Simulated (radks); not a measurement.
# Excited configurations of Ba

The task here is to estimate one member of a computed series from the others.

Method: Dirac Kohn-Sham, LDA (Slater exchange, Perdew-Wang correlation), spin-unpolarised, spherical densities, finite nucleus; open shells fill j = l - 1/2 first. Code: radks (a radial shooting solver on a logarithmic mesh, Libxc functionals) version 1.

## The atom as given

| Quantity | Value |
| --- | --- |
| element | barium (Z = 56) |
| charge | 0 |
| electrons | 56 |
| configuration | [Xe] 6s2 |
| nuclear rms radius | 4.8378 fm |

The first run:

Settings of this run:

```text
Z 56
configuration [Xe] 6s2
relativity Dirac
functional lda,pw
spin unpolarised
j_filling energy
nucleus finite rms 4.8378 fm
c 137.035999084
```

Steps of the session up to this table: Ground configuration: [Xe] 6s2.

One table of the session follows, with a row left open; its other results are not shown here.

It belongs to the step «Ground configuration: [Xe] 6s2». Sizes of the orbitals, from the radial functions (bohr):

| level | <r> | outermost maximum (interpolated) | 90 % within | nodes |
| --- | --- | --- | --- | --- |
| 4p1/2 | ? | ? | ? | ? |
| 4p3/2 | 0.7247 | 0.662 | 1.06 | 2 |
| 4d3/2 | 0.7953 | 0.691 | 1.20 | 1 |
| 4d5/2 | 0.8054 | 0.699 | 1.22 | 1 |
| 5s1/2 | 1.636 | 1.47 | 2.36 | 4 |
| 5p1/2 | 1.862 | 1.62 | 2.73 | 3 |
| 5p3/2 | 1.951 | 1.69 | 2.87 | 3 |
| 6s1/2 | 4.722 | 4.06 | 6.93 | 5 |

**Question.** Estimate the row for 4p1/2.

As computed: <r>: 0.6971; outermost maximum (interpolated): 0.637; 90 % within: 1.02; nodes: 2. In the column «<r>» it is the lowest.

Caveats from the session: Spin polarisation and multiplet splitting are left out, so open shells lie too high by an amount that depends on their filling.
